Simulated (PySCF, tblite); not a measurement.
**C₄H₈BO₂+: geometry, infrared bands and NMR shifts**

Wanted: the infrared bands and NMR shifts of C₄H₈BO₂+ (`C=C[C+](C)B(O)O`), by calculation.

Computed with tblite 0.8.0 and PySCF 2.14.0, with density-fitted response routines of our own, on a single molecule in the gas phase. Atoms count from 0, in the outputs and in this text.

## 1. The starting structure

15 atoms, charge 1, multiplicity 1; geometry from: force field or distance geometry start.

Bonds of the start (Å): C0–C1 1.32, C1–C2 1.47, C2–C3 1.52, C2–B4 1.57, B4–O5 1.47, B4–O6 1.45, C0–H7 1.08, C0–H8 1.08, C1–H9 1.10, C3–H10 1.10, C3–H11 1.12, C3–H12 1.12, O5–H13 0.99, O6–H14 1.00.

## 2. Optimising the geometry with GFN2-xTB

What the job is given:

```
{"job": {"kind": "relax", "xc": "GFN2-xTB", "basis": "xTB"}, "charge": 1, "multiplicity": 1}
C     -1.790200    -1.114100     1.113500
C     -0.507900    -0.829300     0.959500
C      0.051300    -0.058500    -0.164500
C     -0.850900     0.475100    -1.270200
B      1.590500     0.239600    -0.202800
O      2.164800     1.009600    -1.313200
O      2.469000    -0.261600     0.840600
H     -2.126100    -1.680300     1.973600
H     -2.536700    -0.782600     0.403100
H      0.173100    -1.201100     1.733200
H     -0.279800     0.994800    -2.052900
H     -1.393200    -0.380000    -1.737600
H     -1.591500     1.180800    -0.823200
H      2.140300     1.950700    -1.006500
H      2.482900     0.464900     1.525400
```

On the command line:

```sh
> OMP_NUM_THREADS=1 python probes_run.py task.json out
```

One launch serves the whole session: the jobs run in the order shown.

**Question.** This job is followed by: GFN2-xTB harmonic vibrations, gas phase; GIAO PBE0/pcSseg-1 NMR shielding, non-relativistic, gas phase. What will the session give for the following? strongest single infrared mode (GFN2-xTB); zero-point energy (GFN2-xTB); 13C shifts against TMS (PBE0/pcSseg-1); 1H shifts against TMS (PBE0/pcSseg-1, means over atoms taken as alike); 11B shifts against BF3·OEt2 (PBE0/pcSseg-1); 17O shifts against H2O (PBE0/pcSseg-1, means over atoms taken as alike).

**Answer**, as computed:

```
                                                               quantity                             value
                              strongest single infrared mode (GFN2-xTB)              638 cm⁻¹, 396 km/mol
                                           zero-point energy (GFN2-xTB)                     72.0 kcal/mol
                                 13C shifts against TMS (PBE0/pcSseg-1)     299.7, 187.0, 157.2, 46.7 ppm
 1H shifts against TMS (PBE0/pcSseg-1, means over atoms taken as alike)  9.23, 8.85, 8.56, 5.65, 4.32 ppm
                            11B shifts against BF3·OEt2 (PBE0/pcSseg-1)                          19.4 ppm
17O shifts against H2O (PBE0/pcSseg-1, means over atoms taken as alike)                         127.5 ppm
```

Over 139 steps the energy fell by 2.304 eV; of the close pairs, B4–O5 changed most, 1.468 to 1.334 Å. All 39 modes are real, so the xTB geometry is a minimum. The strongest single mode, at 638 cm⁻¹, is carried by H14, H13, B4. Unscaled tight-binding wavenumbers are off by several per cent, some by more. Its intensities can rank the bands wrongly. The most deshielded carbon is C2 (carbocation centre), at 299.7 ppm: the empty p orbital gives low-energy magnetic excitations and strong deshielding. At PBE0/pcSseg-1: Shielding is most anisotropic at C2 (span 442 ppm, paramagnetic term -377 ppm). At PBE0/pcSseg-1, counted by nearest atom on the grid, the HOMO lies on C1 31 %; C0 24 %, the LUMO on C2 42 %; C0 26 %.
